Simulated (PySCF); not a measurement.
FSiH, in a box:

```
F Si H
1.0
    11.00000    0.00000    0.00000
     0.00000   11.00000    0.00000
     0.00000    0.00000   11.00000
F Si H
1 1 1
Direct
  0.41106 0.50818 0.45684
  0.52715 0.56318 0.52739
  0.59130 0.44064 0.54935
```

Program: PySCF 2.14.0. Alike in all runs: task atomic charges; potentials or basis def2-svp (all-electron); no spin polarisation; cell as given; k mesh 1 × 1 × 1; smearing fixed.

Problem. Order these runs on this cell by their band gap on the k mesh, lowest first.
A. level M06-L+D4; three-body dispersion term yes
B. level PW91+D3(BJ); three-body dispersion term no
C. level B3PW91; exxdiv ewald

Solution. B (2.31 eV), A (2.85 eV), C (4.01 eV).

Caveats: this is a molecule in a periodic box at the Γ point, so its band gap is the HOMO-LUMO gap; the basis of atomic orbitals isn't converged, which shifts pressures, moduli and gaps.

